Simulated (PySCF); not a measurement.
**CBBr₂N: NMR shifts at several levels of theory**

How much do the NMR shifts of CBBr₂N (`N#CB(Br)Br`) depend on the level of theory, and what does each level cost?

The runs use PySCF 2.14.0, with density-fitted response routines of our own; the level of theory stands in each step. All values are computed, except where a source is named. Atoms are numbered from 0 throughout.

### Step 1. The starting structure

5 atoms, charge 0, multiplicity 1; geometry from: GFN2-xTB. The atoms were then displaced at random by about 0.01 Å, so the start is not that level's minimum.

Bonds of the start (Å): N0–C1 1.17, C1–B2 1.54, B2–Br3 1.85, B2–Br4 1.87.

### Step 2. Geometry optimisation at PBE0-D3(BJ)/def2-SVP

Job settings and geometry (Å):

```
{"job": {"xc": "PBE0", "basis": "def2-SVP", "d3": "d3bj", "grid": 1, "shake": 0.01, "kind": "geom"}, "charge": 0, "multiplicity": 1}
N      2.223260    -0.099650    -0.006150
C      1.050300    -0.039310    -0.006580
B     -0.483790     0.014360    -0.009170
Br    -1.305510     1.675450    -0.010240
Br    -1.450680    -1.584830    -0.005740
```

The run is started by

```sh
$ OMP_NUM_THREADS=1 python probes_run.py task.json out
```

One launch serves the whole session: the jobs run in the order shown.

The program printed:

```text
step   0  E = -5264.63172615  max force = 0.032724
step   1  E = -5264.63133578  max force = 0.010425
step   2  E = -5264.63210965  max force = 0.008019
step   3  E = -5264.63264591  max force = 0.005222
step   4  E = -5264.63277151  max force = 0.003620
step   5  E = -5264.63280090  max force = 0.002702
step   6  E = -5264.63288454  max force = 0.000430
step   7  E = -5264.63288790  max force = 0.000147
optimisation converged
```

Wall time 44 s (1 thread of Arm Neoverse V1, shared host); peak memory 0.42 GiB.

Relaxation path: (the energy doesn't fall at every step)

```
step  energy from step 0 (eV)  largest force component (eV/Å)
   0                   0.0000                          1.6827
   1                   0.0106                          0.5361
   2                  -0.0104                          0.4124
   3                  -0.0250                          0.2685
   4                  -0.0284                          0.1861
   5                  -0.0292                          0.1389
   6                  -0.0315                          0.0221
   7                  -0.0316                          0.0076
```

Distances of close pairs at the start and the end, largest changes first:

```
  bond  before (Å)  after (Å)  change (Å)
B2–Br3       1.853      1.888      +0.034
B2–Br4       1.869      1.888      +0.019
 N0–C1       1.175      1.161      -0.014
 C1–B2       1.535      1.533      -0.002
```

The end geometry stands in the next job.

```
                         at the end point                value
  point group (found at 0.08 Å tolerance)                  C2v
rotational constants (GHz, main isotopes)  2.287, 1.169, 0.774
                        dipole moment (D)                 2.53
```

### Step 3. Nuclear shieldings: PBE0/6-31G*

Job settings and geometry (Å):

```
{"job": {"kind": "nmr", "xc": "PBE0", "basis": "6-31G*", "pop": true}, "charge": 0, "multiplicity": 1}
N      2.218279     0.008637    -0.016834
C      1.057765     0.000124    -0.011056
B     -0.475402    -0.009874    -0.005468
Br    -1.394971     1.638490    -0.003829
Br    -1.372167    -1.671116    -0.000563
```

With the program's defaults for keys left out, this is: GIAO PBE0/6-31G* NMR shielding, non-relativistic, gas phase.

The program printed:

```text
coarse grid: 30144 points
cycle   1  E = -5264.6795248536  dE = -1.443e+00  |g| = 3.820e-01  |ddm| = 2.816e+00
cycle   2  E = -5264.5190615267  dE =  1.605e-01  |g| = 8.970e-01  |ddm| = 1.041e+00
cycle   3  E = -5264.7184742856  dE = -1.994e-01  |g| = 8.047e-02  |ddm| = 6.963e-01
cycle   4  E = -5264.7195095429  dE = -1.035e-03  |g| = 4.276e-02  |ddm| = 1.011e-01
cycle   5  E = -5264.7199567342  dE = -4.472e-04  |g| = 8.532e-03  |ddm| = 4.561e-02
cycle   6  E = -5264.7199710441  dE = -1.431e-05  |g| = 1.526e-03  |ddm| = 1.080e-02
cycle   7  E = -5264.7199717214  dE = -6.773e-07  |g| = 2.524e-04  |ddm| = 2.411e-03
final grid: 59560 points
cycle   8  E = -5264.7199597137  dE =  4.330e-09  |g| = 3.508e-04  |ddm| = 7.599e-04
cycle   9  E = -5264.7199596259  dE =  8.783e-08  |g| = 7.231e-04  |ddm| = 8.126e-04
cycle  10  E = -5264.7199597383  dE = -1.124e-07  |g| = 1.269e-04  |ddm| = 5.367e-04
cycle  11  E = -5264.7199597422  dE = -3.898e-09  |g| = 6.195e-06  |ddm| = 1.227e-04
cycle  12  E = -5264.7199597422  dE =  0.000e+00  |g| = 2.496e-06  |ddm| = 8.512e-06
converged SCF energy = -5264.7199597422

GIAO shielding tensors (ppm)
atom      isotropic    diamagn.    paramagn.     s11        s22        s33       span
  0 N      -71.361     336.373    -407.734   -235.669   -177.110    198.697    434.367
  1 C       80.617     256.890    -176.273    -29.479    -23.333    294.663    324.143
  2 B       58.797     197.971    -139.174      8.335     63.164    104.891     96.555
  3 Br    2013.812    3120.101   -1106.289   1310.315   2217.570   2513.551   1203.235
  4 Br    2013.382    3120.085   -1106.704   1309.394   2217.631   2513.119   1203.725
```

It took 10 s on 1 thread of Arm Neoverse V1, shared host; peak memory 0.68 GiB.

Shifts follow as δ = σ(reference) − σ, with reference shieldings (ppm) from runs at the same level and on the same kind of geometry: ¹³C TMS 194.1, ¹⁵N NH3 259.4, ¹¹B BF3·OEt2 112.3, ⁷⁹Br HBr 2580. The references are single molecules in the gas phase, so shifts against H2O, NH3, PH3, H3PO4 or CFCl3 are not on the usual liquid scales and can be off by tens of ppm. Atoms listed in one row are averaged.

```
   atoms              environment  σ (ppm)  δ (ppm)
      C1           nitrile carbon     80.6    113.5
      N0         nitrile nitrogen    -71.4    330.7
      B2  boron bonded to C, 2 Br     58.8     53.5
Br3, Br4      bromine bonded to B     2014      567
```

The run also stored atomic charges by several schemes (e):

```
   atoms  Mulliken    IAO  Hirshfeld  ESP fit
      N0     -0.27  -0.15      -0.16    -0.37
      C1      0.13   0.02       0.00     0.36
      B2      0.15  -0.01       0.17    -0.05
Br3, Br4     -0.01   0.07      -0.01     0.03
```

Mayer bond orders: N0–C1 2.80, C1–B2 1.02, B2–Br3 1.25, B2–Br4 1.25.

### Step 4. Shielding tensors: PBE0/def2-SVP

Job settings and geometry (Å):

```
{"job": {"kind": "nmr", "xc": "PBE0", "basis": "def2-SVP", "pop": true}, "charge": 0, "multiplicity": 1}
N      2.218279     0.008637    -0.016834
C      1.057765     0.000124    -0.011056
B     -0.475402    -0.009874    -0.005468
Br    -1.394971     1.638490    -0.003829
Br    -1.372167    -1.671116    -0.000563
```

With the program's defaults for keys left out, this is: GIAO PBE0/def2-SVP NMR shielding, non-relativistic, gas phase.

The program printed:

```text
coarse grid: 30144 points
cycle   1  E = -5264.5872215856  dE = -1.515e+00  |g| = 3.829e-01  |ddm| = 2.845e+00
cycle   2  E = -5264.4227454256  dE =  1.645e-01  |g| = 9.057e-01  |ddm| = 9.479e-01
cycle   3  E = -5264.6263083091  dE = -2.036e-01  |g| = 7.431e-02  |ddm| = 6.546e-01
cycle   4  E = -5264.6271472120  dE = -8.389e-04  |g| = 3.925e-02  |ddm| = 1.001e-01
cycle   5  E = -5264.6275316003  dE = -3.844e-04  |g| = 9.046e-03  |ddm| = 4.220e-02
cycle   6  E = -5264.6275475879  dE = -1.599e-05  |g| = 1.564e-03  |ddm| = 1.107e-02
cycle   7  E = -5264.6275482493  dE = -6.614e-07  |g| = 2.137e-04  |ddm| = 2.220e-03
final grid: 59560 points
cycle   8  E = -5264.6274977421  dE = -2.547e-10  |g| = 2.853e-04  |ddm| = 6.295e-04
cycle   9  E = -5264.6274976897  dE =  5.232e-08  |g| = 5.655e-04  |ddm| = 6.376e-04
cycle  10  E = -5264.6274977585  dE = -6.872e-08  |g| = 1.123e-04  |ddm| = 4.131e-04
cycle  11  E = -5264.6274977615  dE = -3.074e-09  |g| = 5.669e-06  |ddm| = 9.687e-05
cycle  12  E = -5264.6274977615  dE = -1.091e-11  |g| = 2.390e-06  |ddm| = 6.944e-06
converged SCF energy = -5264.6274977615

GIAO shielding tensors (ppm)
atom      isotropic    diamagn.    paramagn.     s11        s22        s33       span
  0 N      -82.625     325.075    -407.700   -253.433   -192.041    197.600    451.034
  1 C       78.001     265.451    -187.451    -32.444    -27.569    294.015    326.460
  2 B       54.936     194.761    -139.825      1.501     58.702    104.604    103.103
  3 Br    1976.685    3122.669   -1145.984   1228.530   2137.104   2564.421   1335.890
  4 Br    1976.215    3122.654   -1146.439   1227.460   2137.178   2564.005   1336.546
```

Wall time 9.3 s (1 thread of Arm Neoverse V1, shared host); peak memory 0.68 GiB.

This run: δ C1 115.7, N0 352.5, B2 55.7, Br3 634 ppm (means over like atoms).

### Step 5. Shielding tensors: PBE0/def2-TZVP

Job settings and geometry (Å):

```
{"job": {"kind": "nmr", "xc": "PBE0", "basis": "def2-TZVP", "pop": true}, "charge": 0, "multiplicity": 1}
N      2.218279     0.008637    -0.016834
C      1.057765     0.000124    -0.011056
B     -0.475402    -0.009874    -0.005468
Br    -1.394971     1.638490    -0.003829
Br    -1.372167    -1.671116    -0.000563
```

Method: GIAO PBE0/def2-TZVP NMR shielding, non-relativistic, gas phase.

The program printed:

```text
coarse grid: 30144 points
cycle   1  E = -5265.3366418658  dE = -1.463e+00  |g| = 5.130e-01  |ddm| = 2.310e+00
cycle   2  E = -5265.1869555629  dE =  1.497e-01  |g| = 9.147e-01  |ddm| = 8.055e-01
cycle   3  E = -5265.3670625932  dE = -1.801e-01  |g| = 2.581e-01  |ddm| = 5.937e-01
cycle   4  E = -5265.3791883185  dE = -1.213e-02  |g| = 3.218e-02  |ddm| = 1.243e-01
cycle   5  E = -5265.3793474407  dE = -1.591e-04  |g| = 1.740e-02  |ddm| = 3.060e-02
cycle   6  E = -5265.3794243959  dE = -7.696e-05  |g| = 3.673e-03  |ddm| = 1.409e-02
cycle   7  E = -5265.3794278721  dE = -3.476e-06  |g| = 5.495e-04  |ddm| = 3.752e-03
final grid: 59560 points
cycle   8  E = -5265.3794285963  dE =  7.833e-08  |g| = 8.320e-04  |ddm| = 1.204e-03
cycle   9  E = -5265.3794279726  dE =  6.236e-07  |g| = 1.872e-03  |ddm| = 1.365e-03
cycle  10  E = -5265.3794287500  dE = -7.773e-07  |g| = 2.540e-04  |ddm| = 9.427e-04
cycle  11  E = -5265.3794287660  dE = -1.599e-08  |g| = 3.138e-05  |ddm| = 2.012e-04
cycle  12  E = -5265.3794287662  dE = -1.983e-10  |g| = 5.062e-06  |ddm| = 2.220e-05
converged SCF energy = -5265.3794287662

GIAO shielding tensors (ppm)
atom      isotropic    diamagn.    paramagn.     s11        s22        s33       span
  0 N     -106.845     325.051    -431.895   -284.187   -223.922    187.575    471.762
  1 C       60.120     265.181    -205.062    -62.690    -52.514    295.562    358.252
  2 B       46.352     195.254    -148.902     -9.487     51.009     97.533    107.020
  3 Br    1938.223    3124.120   -1185.896   1194.438   2161.747   2458.485   1264.047
  4 Br    1937.789    3124.100   -1186.310   1193.451   2161.824   2458.093   1264.642
```

Run time: 23 s. Hardware: 1 thread of Arm Neoverse V1, shared host; peak memory 0.88 GiB.

Key values: δ C1 126.5, N0 372.8, B2 56.3, Br3 668 ppm (means over like atoms).

### Step 6. Nuclear shieldings: PBE0/cc-pVDZ

Job settings and geometry (Å):

```
{"job": {"kind": "nmr", "xc": "PBE0", "basis": "cc-pVDZ", "pop": true}, "charge": 0, "multiplicity": 1}
N      2.218279     0.008637    -0.016834
C      1.057765     0.000124    -0.011056
B     -0.475402    -0.009874    -0.005468
Br    -1.394971     1.638490    -0.003829
Br    -1.372167    -1.671116    -0.000563
```

Method: GIAO PBE0/cc-pVDZ NMR shielding, non-relativistic, gas phase.

The program printed:

```text
coarse grid: 30144 points
cycle   1  E = -5265.2526251699  dE = -1.402e+00  |g| = 3.735e-01  |ddm| = 4.655e+00
cycle   2  E = -5265.0800043192  dE =  1.726e-01  |g| = 9.241e-01  |ddm| = 1.630e+00
cycle   3  E = -5265.2923914227  dE = -2.124e-01  |g| = 6.417e-02  |ddm| = 1.086e+00
cycle   4  E = -5265.2931580928  dE = -7.667e-04  |g| = 3.904e-02  |ddm| = 1.816e-01
cycle   5  E = -5265.2935393838  dE = -3.813e-04  |g| = 5.628e-03  |ddm| = 6.203e-02
cycle   6  E = -5265.2935490611  dE = -9.677e-06  |g| = 1.124e-03  |ddm| = 1.249e-02
final grid: 59560 points
cycle   7  E = -5265.2935000147  dE =  2.988e-07  |g| = 1.611e-03  |ddm| = 4.698e-03
cycle   8  E = -5265.2934981993  dE =  1.815e-06  |g| = 3.249e-03  |ddm| = 6.579e-03
cycle   9  E = -5265.2935006211  dE = -2.422e-06  |g| = 5.906e-04  |ddm| = 4.007e-03
cycle  10  E = -5265.2935007115  dE = -9.044e-08  |g| = 7.573e-05  |ddm| = 9.734e-04
cycle  11  E = -5265.2935007132  dE = -1.719e-09  |g| = 4.989e-06  |ddm| = 1.385e-04
cycle  12  E = -5265.2935007132  dE =  9.095e-13  |g| = 1.219e-06  |ddm| = 1.169e-05
converged SCF energy = -5265.2935007132

GIAO shielding tensors (ppm)
atom      isotropic    diamagn.    paramagn.     s11        s22        s33       span
  0 N      -77.777     336.555    -414.332   -244.638   -185.858    197.165    441.802
  1 C       79.252     262.088    -182.836    -31.918    -25.268    294.943    326.861
  2 B       58.558     195.306    -136.748      5.163     61.845    108.664    103.501
  3 Br    2008.392    3120.966   -1112.574   1279.900   2201.838   2543.438   1263.538
  4 Br    2007.984    3120.950   -1112.967   1278.961   2201.903   2543.086   1264.125
```

It took 9.9 s on 1 thread of Arm Neoverse V1, shared host; peak memory 0.57 GiB.

Key values: δ C1 117.5, N0 350.9, B2 55.3, Br3 618 ppm (means over like atoms).

### Step 7. Shielding tensors: PBE0/cc-pVTZ

Job settings and geometry (Å):

```
{"job": {"kind": "nmr", "xc": "PBE0", "basis": "cc-pVTZ", "pop": true}, "charge": 0, "multiplicity": 1}
N      2.218279     0.008637    -0.016834
C      1.057765     0.000124    -0.011056
B     -0.475402    -0.009874    -0.005468
Br    -1.394971     1.638490    -0.003829
Br    -1.372167    -1.671116    -0.000563
```

Level: GIAO PBE0/cc-pVTZ NMR shielding, non-relativistic, gas phase.

The program printed:

```text
coarse grid: 30144 points
cycle   1  E = -5265.4275857298  dE = -1.435e+00  |g| = 4.342e-01  |ddm| = 4.834e+00
cycle   2  E = -5265.2780838986  dE =  1.495e-01  |g| = 8.902e-01  |ddm| = 1.407e+00
cycle   3  E = -5265.4632828348  dE = -1.852e-01  |g| = 1.523e-01  |ddm| = 1.052e+00
cycle   4  E = -5265.4671160056  dE = -3.833e-03  |g| = 3.618e-02  |ddm| = 1.864e-01
cycle   5  E = -5265.4673782791  dE = -2.623e-04  |g| = 1.413e-02  |ddm| = 6.239e-02
cycle   6  E = -5265.4674270247  dE = -4.875e-05  |g| = 3.197e-03  |ddm| = 2.128e-02
cycle   7  E = -5265.4674298602  dE = -2.835e-06  |g| = 4.044e-04  |ddm| = 5.522e-03
final grid: 59560 points
cycle   8  E = -5265.4673858480  dE =  2.026e-08  |g| = 5.375e-04  |ddm| = 1.441e-03
cycle   9  E = -5265.4673856162  dE =  2.318e-07  |g| = 1.156e-03  |ddm| = 1.817e-03
cycle  10  E = -5265.4673859128  dE = -2.967e-07  |g| = 1.862e-04  |ddm| = 1.264e-03
cycle  11  E = -5265.4673859213  dE = -8.500e-09  |g| = 2.127e-05  |ddm| = 2.564e-04
cycle  12  E = -5265.4673859214  dE = -1.019e-10  |g| = 4.377e-06  |ddm| = 2.778e-05
converged SCF energy = -5265.4673859214

GIAO shielding tensors (ppm)
atom      isotropic    diamagn.    paramagn.     s11        s22        s33       span
  0 N     -104.717     333.328    -438.045   -280.574   -221.694    188.116    468.690
  1 C       61.110     260.798    -199.688    -60.331    -51.245    294.905    355.237
  2 B       47.929     194.700    -146.770     -6.397     52.460     97.725    104.122
  3 Br    1937.867    3121.622   -1183.755   1176.304   2181.320   2455.978   1279.674
  4 Br    1937.470    3121.606   -1184.136   1175.384   2181.395   2455.631   1280.248
```

It took 23 s on 1 thread of Arm Neoverse V1, shared host; peak memory 0.85 GiB.

Key values: δ C1 126.2, N0 371.5, B2 54.8, Br3 680 ppm (means over like atoms).

### Step 8. Nuclear shieldings: PBE0/aug-cc-pVDZ

Job settings and geometry (Å):

```
{"job": {"kind": "nmr", "xc": "PBE0", "basis": "aug-cc-pVDZ", "pop": true}, "charge": 0, "multiplicity": 1}
N      2.218279     0.008637    -0.016834
C      1.057765     0.000124    -0.011056
B     -0.475402    -0.009874    -0.005468
Br    -1.394971     1.638490    -0.003829
Br    -1.372167    -1.671116    -0.000563
```

Method: GIAO PBE0/aug-cc-pVDZ NMR shielding, non-relativistic, gas phase.

The program printed:

```text
coarse grid: 30144 points
cycle   1  E = -5265.2654108686  dE = -1.406e+00  |g| = 3.538e-01  |ddm| = 5.160e+00
cycle   2  E = -5265.1094011443  dE =  1.560e-01  |g| = 8.799e-01  |ddm| = 1.547e+00
cycle   3  E = -5265.3013499069  dE = -1.919e-01  |g| = 6.231e-02  |ddm| = 1.049e+00
cycle   4  E = -5265.3020223973  dE = -6.725e-04  |g| = 4.011e-02  |ddm| = 1.737e-01
cycle   5  E = -5265.3024258261  dE = -4.034e-04  |g| = 6.015e-03  |ddm| = 6.286e-02
cycle   6  E = -5265.3024363293  dE = -1.050e-05  |g| = 1.407e-03  |ddm| = 1.328e-02
cycle   7  E = -5265.3024369529  dE = -6.236e-07  |g| = 2.395e-04  |ddm| = 2.953e-03
final grid: 59560 points
cycle   8  E = -5265.3023882396  dE = -6.594e-10  |g| = 2.957e-04  |ddm| = 1.274e-03
cycle   9  E = -5265.3023881835  dE =  5.603e-08  |g| = 5.891e-04  |ddm| = 1.062e-03
cycle  10  E = -5265.3023882583  dE = -7.474e-08  |g| = 1.148e-04  |ddm| = 7.279e-04
cycle  11  E = -5265.3023882618  dE = -3.496e-09  |g| = 8.262e-06  |ddm| = 1.637e-04
cycle  12  E = -5265.3023882618  dE = -2.728e-11  |g| = 2.364e-06  |ddm| = 1.875e-05
converged SCF energy = -5265.3023882618

GIAO shielding tensors (ppm)
atom      isotropic    diamagn.    paramagn.     s11        s22        s33       span
  0 N      -73.401     314.120    -387.521   -235.961   -181.281    197.038    432.998
  1 C       74.333     264.608    -190.275    -40.471    -31.194    294.663    335.133
  2 B       57.710     198.324    -140.614      5.471     61.577    106.082    100.611
  3 Br    1965.980    3119.710   -1153.730   1231.221   2206.973   2459.745   1228.524
  4 Br    1965.595    3119.701   -1154.107   1230.342   2207.058   2459.384   1229.042
```

Wall time 16 s (1 thread of Arm Neoverse V1, shared host); peak memory 0.81 GiB.

In short: δ C1 120.8, N0 343.2, B2 52.5, Br3 678 ppm (means over like atoms).

### Step 9. Nuclear shieldings: PBE0/pcSseg-0

Job settings and geometry (Å):

```
{"job": {"kind": "nmr", "xc": "PBE0", "basis": "pcSseg-0", "pop": true}, "charge": 0, "multiplicity": 1}
N      2.218279     0.008637    -0.016834
C      1.057765     0.000124    -0.011056
B     -0.475402    -0.009874    -0.005468
Br    -1.394971     1.638490    -0.003829
Br    -1.372167    -1.671116    -0.000563
```

Method: GIAO PBE0/pcSseg-0 NMR shielding, non-relativistic, gas phase.

The program printed:

```text
coarse grid: 30144 points
cycle   1  E = -5259.2655151280  dE = -2.766e+00  |g| = 4.455e-01  |ddm| = 3.009e+00
cycle   2  E = -5259.1032980845  dE =  1.622e-01  |g| = 9.205e-01  |ddm| = 1.614e+00
cycle   3  E = -5259.3138452500  dE = -2.105e-01  |g| = 1.285e-01  |ddm| = 9.700e-01
cycle   4  E = -5259.3162906371  dE = -2.445e-03  |g| = 6.941e-02  |ddm| = 2.038e-01
cycle   5  E = -5259.3175600233  dE = -1.269e-03  |g| = 4.831e-03  |ddm| = 9.222e-02
cycle   6  E = -5259.3175652216  dE = -5.198e-06  |g| = 1.221e-03  |ddm| = 1.034e-02
final grid: 59560 points
cycle   7  E = -5259.3175374564  dE =  1.768e-07  |g| = 1.584e-03  |ddm| = 3.607e-03
cycle   8  E = -5259.3175353284  dE =  2.128e-06  |g| = 3.512e-03  |ddm| = 4.404e-03
cycle   9  E = -5259.3175380259  dE = -2.697e-06  |g| = 4.577e-04  |ddm| = 2.890e-03
cycle  10  E = -5259.3175380763  dE = -5.049e-08  |g| = 3.480e-05  |ddm| = 5.758e-04
cycle  11  E = -5259.3175380768  dE = -4.329e-10  |g| = 4.226e-06  |ddm| = 6.000e-05
converged SCF energy = -5259.3175380768

GIAO shielding tensors (ppm)
atom      isotropic    diamagn.    paramagn.     s11        s22        s33       span
  0 N     -127.555     324.320    -451.875   -313.132   -253.729    184.196    497.328
  1 C       55.344     276.813    -221.469    -69.636    -63.051    298.719    368.355
  2 B       37.747     187.714    -149.967    -26.151     42.153     97.241    123.392
  3 Br    1850.574    3115.470   -1264.897   1000.374   1906.409   2644.937   1644.563
  4 Br    1850.085    3115.451   -1265.367    999.341   1906.405   2644.507   1645.166
```

Run time: 6.2 s. Hardware: 1 thread of Arm Neoverse V1, shared host; peak memory 0.53 GiB.

In short: δ C1 138.2, N0 393.6, B2 67.1, Br3 709 ppm (means over like atoms).

### Step 10. Run by run: NMR shifts

Shifts (ppm), means over like atoms, with basis size and wall time:

```
             run     C1     N0    B2  Br3  functions   time
     PBE0/6-31G*  113.5  330.7  53.5  567        106   10 s
   PBE0/def2-SVP  115.7  352.5  55.7  634        106  9.3 s
  PBE0/def2-TZVP  126.5  372.8  56.3  668        189   23 s
    PBE0/cc-pVDZ  117.5  350.9  55.3  618         96  9.9 s
    PBE0/cc-pVTZ  126.2  371.5  54.8  680        176   23 s
PBE0/aug-cc-pVDZ  120.8  343.2  52.5  678        141   16 s
   PBE0/pcSseg-0  138.2  393.6  67.1  709         77  6.2 s
```

### Step 11. Outcome

| quantity | value |
| --- | --- |
| point group | C2v |
| rotational constants (main isotopes) | 2.29, 1.17, 0.77 GHz |
| ¹³C shifts against TMS (PBE0/6-31G*) | 113.5 ppm |
| ¹⁵N shifts against NH3 (PBE0/6-31G*) | 330.7 ppm |
| ¹¹B shifts against BF3·OEt2 (PBE0/6-31G*) | 53.5 ppm |
| ⁷⁹Br shifts against HBr (PBE0/6-31G*, means over atoms taken as alike) | 567 ppm |
| range of the shift of Br3 | 567 to 709 ppm |

What this shows: Single values in the summary come from the first run of each kind that ended normally (PBE0/6-31G*), which need not be the best level. Over 7 steps the energy fell by 0.032 eV; of the close pairs, B2–Br3 changed most, 1.853 to 1.888 Å. No frequency check was run at this level, so the end point may be a saddle. At PBE0/6-31G*: Shielding is most anisotropic at Br3, Br4 (span 1203 ppm, paramagnetic term -1106 ppm). In ppm, Br3 (with its like atoms) moves most: its shift spreads over 142 ppm, from 567 (PBE0/6-31G*) to 709 (PBE0/pcSseg-0). Spin-orbit coupling is left out, which matters for shieldings and couplings at and beside the heavy atoms.
